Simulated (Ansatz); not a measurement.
# PtH2O (singlet): the correlation ladder at a displaced geometry (v1), def2-SVP

The task here is to estimate one member of a computed series from the others.

Computed with Ansatz 0.2.0, Gaussian basis. Level: def2-SVP, core rule «outside noble gas», up to 5 orbitals frozen.

Plan: UHF; CCSD(T) on RHF; CCSD(T) on UHF; CISD; CCSDT(Q) on RHF.

14 further runs of the same task are left out: 3 for a known fault of the program, 2 that didn't finish, 9 set aside as unsound or not needed. Runs told in other sessions of the task aren't counted.

## The geometry

The geometry is a PBE0/def2-TZVP stationary point (not a proven minimum) with its atoms shifted at random (size 0.040 Å). No spin-orbit coupling is included. Elements past krypton take def2 core potentials.

4 atoms, charge 0, spin multiplicity 1.

Atoms are counted from 1 here; the program's logs count them from 0.

Bond lengths: Pt1–O2 2.046 Å, O2–H3 0.960 Å, O2–H4 0.940 Å. Angles: Pt1–O2–H3 105.9°, Pt1–O2–H4 104.0°, H3–O2–H4 103.8°.

Geometry (Å):

```mol
H2OPt
  3D, bonds by distance, orders not assigned

  4  3  0  0  0  0  0  0  0  0999 V2000
    0.0049    0.0011    0.1753 Pt  0  0
   -0.1111   -0.0150   -1.8674 O   0  0
    0.4571   -0.7330   -2.1571 H   0  0
    0.3543    0.7587   -2.1273 H   0  0
  1  2  8  0
  2  3  8  0
  2  4  8  0
M  END
```

Set-up of the first run:

Input file in.yaml:

```yaml
crystal:
  periodic: [false, false, false]
  atoms:
    - {symbol: Pt, position_ang: [0.004921, 0.001101, 0.175289]}
    - {symbol: O, position_ang: [-0.111121, -0.015042, -1.867417]}
    - {symbol: H, position_ang: [0.457124, -0.732991, -2.157118]}
    - {symbol: H, position_ang: [0.354349, 0.758713, -2.127315]}
basis:
  gaussian: {orbitals: def2-SVP}
magnetization: {spin_polarized: true, initial_magnetization: 0}
hamiltonian: {xc: hf}
output: {orbitals: {seedname: orbitals}}
```

On the command line:

```sh
$ ansatz run in.yaml --threads 1 --pin off --events-out ev --progress --plain --max-ram 2393MiB
```

Among the steps run: UHF; CCSD(T) on RHF; CCSD(T) on UHF; CISD; CCSDT(Q) on RHF.

One of the session's tables, all rows but one given; the rest of the session is left out.

| method | from RCCSDT(Q) (kcal/mol) |
| --- | --- |
| RHF | +293.21 |
| UHF | +286.66 |
| RMP2 | +5.97 |
| UMP2 | +14.60 |
| CISD | +37.90 |
| RCCSD | +8.45 |
| UCCSD | +8.97 |
| RCCSD(T) | +0.97 |
| UCCSD(T) | +2.37 |
| RCCSDT | ? |
| RCCSDT(Q) | 0 |

Q: Estimate the row for RCCSDT from the others.

As computed: from RCCSDT(Q) (kcal/mol): +0.49. In the column «from RCCSDT(Q) (kcal/mol)» it lies between RCCSDT(Q) (0) and RCCSD(T) (+0.97).

To keep in mind: The determinant of HF (⟨S²⟩ 0.69) is far from a pure spin state, so its energy mixes those of several spin states; that is harmless only where they are near-degenerate. The determinant of CCSD(T) (⟨S²⟩ 0.69) is far from a pure spin state, so its energy mixes those of several spin states; high orders of coupled cluster remove much of that, low ones don't. Warnings: restricted reference is unstable; spin contamination; large T1 diagnostic. Restricted and unrestricted rows rest on different reference determinants; a gap between their highest levels can come from leftover correlation error, from unlike frozen cores or from another state.
